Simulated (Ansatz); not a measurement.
Task: a convergence test of the k-point mesh of Cu, space group P2/m, with Ansatz 0.2.0 through its Python package. Give the script and its output. Use (first run): PBEsol, PAW, the default cutoff (420 eV here), 1×3×1 k-points, cold smearing of 0.1 eV, D4 dispersion. The script varies mesh: (1, 3, 1), (1, 5, 1), (2, 6, 1), (2, 8, 1), (2, 10, 1), (3, 12, 2).

```
Cu
1.0
    11.57025    0.00000    0.00000
     0.00000    2.23821    0.00000
    -4.59562    0.00000   21.74339
Cu
1
Direct
  0.50000 0.50000 0.50000
```

Script `cu.py`:
```python
"""k-point test for Cu."""

from dataclasses import dataclass

import ansatz as az
from tabulate import tabulate


@dataclass(frozen=True)
class RunConfig:
    functional: str = "pbesol"
    dispersion: str = "d4"
    filling: str = "Marzari-Vanderbilt"
    sigma: float = 0.1


settings = RunConfig()


def main() -> None:
    lattice = az.Lattice.of(
        (11.57025395, 0.0, 0.0),
        (0.0, 2.2382121, 0.0),
        (-4.59562394, 0.0, 21.74338835),
    )
    sites = [
        ("Cu", (0.5, 0.5, 0.5)),
    ]
    structure = az.Crystal(lattice=lattice)
    for symbol, position in sites:
        structure = structure.atom(symbol, position)

    calc = (
        structure.calculation()
        .functional(settings.functional, dispersion=settings.dispersion)
        .pseudopotentials("paw")
        .occupations(settings.filling, width=settings.sigma)  # smearing steadies the SCF of a metal
    )

    rows = []
    for value in [(1, 3, 1), (1, 5, 1), (2, 6, 1), (2, 8, 1), (2, 10, 1), (3, 12, 2)]:
        report = calc.kpoints(*value).run(threads=1).report
        rows.append((value, report["free_energy_ev"] / len(report["lattice"]["sites"]), report["n_iterations"], report["n_kpoints"]))

    print(tabulate(rows, headers=["mesh", "F/atom (eV)", "iterations", "k-points"], floatfmt=".4f", tablefmt="grid"))

    # the last row is the reference
    for row in rows[:-1]:
        shift = 1000 * (row[1] - rows[-1][1])
        print(f"{row[0]}: {shift:+.2f} meV/atom" + ("  (within 5 meV)" if abs(shift) < 5 else ""))


if __name__ == "__main__":
    main()
```

```console
$ python cu.py
DeckWarning: basis.ecutwfc = 420 eV, auto-derived from the records' recommended cutoffs: set by Cu (normal level)
+------------+---------------+--------------+------------+
| mesh       |   F/atom (eV) |   iterations |   k-points |
+============+===============+==============+============+
| (1, 3, 1)  |    -6585.7490 |           16 |          2 |
+------------+---------------+--------------+------------+
| (1, 5, 1)  |    -6586.4438 |           11 |          3 |
+------------+---------------+--------------+------------+
| (2, 6, 1)  |    -6586.4083 |            7 |          8 |
+------------+---------------+--------------+------------+
| (2, 8, 1)  |    -6586.3511 |           12 |         10 |
+------------+---------------+--------------+------------+
| (2, 10, 1) |    -6586.3842 |            7 |         12 |
+------------+---------------+--------------+------------+
| (3, 12, 2) |    -6586.3747 |           10 |         28 |
+------------+---------------+--------------+------------+
(1, 3, 1): +625.69 meV/atom
(1, 5, 1): -69.08 meV/atom
(2, 6, 1): -33.60 meV/atom
(2, 8, 1): +23.58 meV/atom
(2, 10, 1): -9.49 meV/atom
```
(Warnings from the package without file and line.)

Caveats:
- The cell holds an odd number of electrons and is run without spin, so a magnetic state may lie lower.
- The cell holds layers, chains or clusters in vacuum, no bulk phase.
- Dispersion corrections can be off by several per cent in the lattices of metals, and by several GPa in the pressure at a fixed cell.
- Points of the mesh across the vacuum add cost only.
- This isn't the structure that Cu takes at ambient conditions.
- Shifts are counted from the finest mesh, which is itself no proven limit.
- Run time: 23 s on 1 thread of Arm Neoverse V2 (shared host), peak memory 0.65 GiB.
